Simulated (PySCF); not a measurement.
# UMP2/pc-2 run of Si2H3ClF (SMILES F[SiH][SiH2]Cl)

Aim: the vertical doublet–quartet gap of Si2H3ClF at UMP2/pc-2, from 2 runs. The job is set up through a Python script.

The results are computed with PySCF 2.14.0.

## Step 1: The structure to begin with

The species is Si2H3ClF (7 atoms), meant as a doublet with charge 0. SMILES: `F[SiH][SiH2]Cl`. Geometry: relaxed at PBE0-D4/def2-TZVP. This is one conformer, not always the lowest.

Bond lengths: F1–Si2 1.610 Å, Si2–Si3 2.344 Å, Si3–Cl4 2.062 Å, Si2–H5 1.492 Å, Si3–H6 1.486 Å, Si3–H7 1.483 Å. Angles: F1–Si2–Si3 111.0°, Si2–Si3–Cl4 104.1°, F1–Si2–H5 107.4°, Si3–Si2–H5 112.6°, Si2–Si3–H6 114.8°, Si2–Si3–H7 111.5°, Cl4–Si3–H6 108.3°, Cl4–Si3–H7 108.7°, H6–Si3–H7 109.2°.

## Step 2: A single-point energy at UMP2/pc-2

input.xyz reads:

```xyz
7
ClFH3Si2
F     -0.711100    -1.904300     1.447600
Si    -0.864900    -1.133800     0.042900
Si     0.757100     0.544300    -0.177200
Cl     0.253100     1.504900    -1.930300
H     -2.255700    -0.597500    -0.021700
H      0.767100     1.548800     0.918100
H      2.115800    -0.030600    -0.325200
```

run.py reads:

```python
from pyscf import gto, scf, mp

mol = gto.Mole()
mol.atom = 'input.xyz'
mol.basis = 'pc-2'
mol.max_memory = 1860
mol.spin = 1
mol.verbose = 4
mol.build()

hf = scf.UHF(mol)
hf.conv_tol = 1e-10
hf.kernel()
if not hf.converged:
    hf = hf.newton().run(hf.mo_coeff, hf.mo_occ)

pt = mp.MP2(hf, frozen=16).run()
e_tot = pt.e_tot
print('Final energy', e_tot)
```

Run with:

```console
$ OMP_NUM_THREADS=1 python run.py
```

Log:

```text
PySCF version 2.14.0

[INPUT] num. atoms = 7
[INPUT] num. electrons = 57
[INPUT] charge = 0
[INPUT] spin (= nelec alpha-beta = 2S) = 1
[INPUT] symmetry False subgroup None
[INPUT] Mole.unit = angstrom
[INPUT] Symbol           X                Y                Z      unit          X                Y                Z       unit  Magmom
[INPUT]  1 F     -0.711100000000  -1.904300000000   1.447600000000 AA   -1.343784247178  -3.598605459009   2.735567537920 Bohr   0.0
[INPUT]  2 Si    -0.864900000000  -1.133800000000   0.042900000000 AA   -1.634424125136  -2.142571480032   0.081069250744 Bohr   0.0
[INPUT]  3 Si     0.757100000000   0.544300000000  -0.177200000000 AA    1.430711648908   1.028577929601  -0.334859469273 Bohr   0.0
[INPUT]  4 Cl     0.253100000000   1.504900000000  -1.930300000000 AA    0.478289682127   2.843848844858  -3.647738338248 Bohr   0.0
[INPUT]  5 H     -2.255700000000  -0.597500000000  -0.021700000000 AA   -4.262655219181  -1.129111359428  -0.041007056903 Bohr   0.0
[INPUT]  6 H      0.767100000000   1.548800000000   0.918100000000 AA    1.449608910154   2.926807821726   1.734957554963 Bohr   0.0
[INPUT]  7 H      2.115800000000  -0.030600000000  -0.325200000000 AA    3.998282534355  -0.057825619412  -0.614538935709 Bohr   0.0

nuclear repulsion = 255.094451152267
number of shells = 25
number of NR pGTOs = 276
number of NR cGTOs = 174
basis = pc-2
ecp = {}

******** <class 'pyscf.scf.uhf.UHF'> ********
method = UHF
initial guess = minao
damping factor = 0
level_shift factor = 0
DIIS = <class 'pyscf.scf.diis.CDIIS'>
diis_start_cycle = 1
diis_space = 8
diis_damp = 0
SCF conv_tol = 1e-10
SCF conv_tol_grad = None
SCF max_cycles = 50
direct_scf = True
direct_scf_tol = 1e-13
number electrons alpha = 29  beta = 28
Set gradient conv threshold to 1e-05
init E= -1138.63541623455
[... the frontier-level lines of each cycle are left out ...]

cycle= 1 E= -1138.59919960109  delta_E= 0.0362  |g|= 0.399  |ddm|=  1.6
cycle= 2 E= -1138.67344369542  delta_E= -0.0742  |g|= 0.245  |ddm|= 0.479
cycle= 3 E= -1138.69475909048  delta_E= -0.0213  |g|= 0.0448  |ddm|= 0.161
cycle= 4 E= -1138.69728031469  delta_E= -0.00252  |g|= 0.0165  |ddm|= 0.0957
cycle= 5 E= -1138.6976853788  delta_E= -0.000405  |g|= 0.00636  |ddm|= 0.0364
cycle= 6 E= -1138.69777445499  delta_E= -8.91e-05  |g|= 0.00274  |ddm|= 0.0184
cycle= 7 E= -1138.69779639603  delta_E= -2.19e-05  |g|= 0.00123  |ddm|= 0.0101
cycle= 8 E= -1138.69780148734  delta_E= -5.09e-06  |g|= 0.000521  |ddm|= 0.00515
cycle= 9 E= -1138.6978024638  delta_E= -9.76e-07  |g|= 0.000161  |ddm|= 0.00249
cycle= 10 E= -1138.69780254665  delta_E= -8.28e-08  |g|= 5.82e-05  |ddm|= 0.000687
cycle= 11 E= -1138.697802556  delta_E= -9.36e-09  |g|= 2.16e-05  |ddm|= 0.000232
cycle= 12 E= -1138.69780255711  delta_E= -1.11e-09  |g|= 9.86e-06  |ddm|= 7.02e-05
cycle= 13 E= -1138.69780255736  delta_E= -2.43e-10  |g|= 3.82e-06  |ddm|= 3.37e-05
cycle= 14 E= -1138.69780255739  delta_E= -3.73e-11  |g|= 1.7e-06  |ddm|= 1.27e-05
Extra cycle  E= -1138.6978025574  delta_E= -5.46e-12  |g|= 1.1e-06  |ddm|= 3.38e-06
converged SCF energy = -1138.6978025574  <S^2> = 0.75766073  2S+1 = 2.0076461

******** <class 'pyscf.mp.ump2.UMP2'> ********
nocc = (np.int64(13), np.int64(12)), nmo = (158, 158)
frozen orbitals 16
E(UMP2) = -1139.32576334349  E_corr = -0.627960786091879
E(SCS-UMP2) = -1139.32399994823  E_corr = -0.626197390827293
E_corr(same-spin) = -0.146948714403417
E_corr(oppo-spin) = -0.481012071688461
Final energy -1139.3257633434916
```

It took 70 s on 1 thread of Intel Xeon Platinum 8488C (Sapphire Rapids), shared host; peak memory 1.9 GiB.

## Step 3: The quartet, same level

job.py reads:

```python
from pyscf import gto, scf, mp

mol = gto.Mole()
mol.atom = '''
F     -1.343784    -3.598605     2.735568
Si    -1.634424    -2.142571     0.081069
Si     1.430712     1.028578    -0.334859
Cl     0.478290     2.843849    -3.647738
H     -4.262655    -1.129111    -0.041007
H      1.449609     2.926808     1.734958
H      3.998283    -0.057826    -0.614539
'''
mol.charge = 0
mol.basis = 'pc-2'
mol.verbose = 3
mol.unit = 'bohr'
mol.max_memory = 1860
mol.spin = 3
mol.build()

mf = scf.UHF(mol)
mf.conv_tol = 1e-10
mf.kernel()
if not mf.converged:
    mf = mf.newton().run(mf.mo_coeff, mf.mo_occ)

pt = mp.MP2(mf, frozen=16).run()
e_final = pt.e_tot
print('Final energy', e_final)
```

Run with:

```console
$ OMP_NUM_THREADS=1 python job.py
```

Log:

```text
WARN: HOMO 0.0104767529256584 >= LUMO -0.299724862022718

WARN: HOMO -0.206792399946739 >= LUMO -0.220441823792928

converged SCF energy = -1138.4849811009  <S^2> = 3.7608055  2S+1 = 4.0053991
E(UMP2) = -1139.11317847061  E_corr = -0.628197369709613
E(SCS-UMP2) = -1139.10254548358  E_corr = -0.617564382682299
Final energy -1139.113178470612
```

Wall time 67 s (1 thread of Intel Xeon Platinum 8488C (Sapphire Rapids), shared host); peak memory 1.9 GiB.

## Step 4: Results

Level: UMP2/pc-2, 16 core orbitals frozen.

| quantity | value |
| --- | --- |
| doublet: total energy | -1139.32576 Eh |
| doublet: dipole moment (Hartree–Fock density) | 0.36 D |
| doublet: HOMO energy (Hartree–Fock orbitals) (highest over α and β) | -9.36 eV |
| doublet: LUMO energy (Hartree–Fock orbitals) (lowest over α and β) | 0.63 eV |
| doublet: correlation energy (16 core orbitals frozen) | -628.0 mEh |
| doublet: ⟨S²⟩ of the reference determinant | 0.758 |
| quartet: total energy | -1139.11318 Eh |
| quartet: dipole moment (Hartree–Fock density) | 0.69 D |
| quartet: HOMO energy (Hartree–Fock orbitals) (highest over α and β) | -5.36 eV |
| quartet: LUMO energy (Hartree–Fock orbitals) (lowest over α and β) | -2.80 eV |
| quartet: correlation energy (16 core orbitals frozen) | -628.2 mEh |
| quartet: ⟨S²⟩ of the reference determinant | 3.761 |
| vertical energy of the quartet above the doublet | 5.785 eV |

What this shows: At this shape the quartet lies 5.78 eV (133 kcal/mol) above the doublet. Mulliken charges (doublet) of the mean-field density run from -0.53 on F1 to +0.71 on Si3; they depend strongly on the basis. Mulliken charges (quartet) of the mean-field density run from -0.47 on F1 to +0.57 on Si2; they depend strongly on the basis.
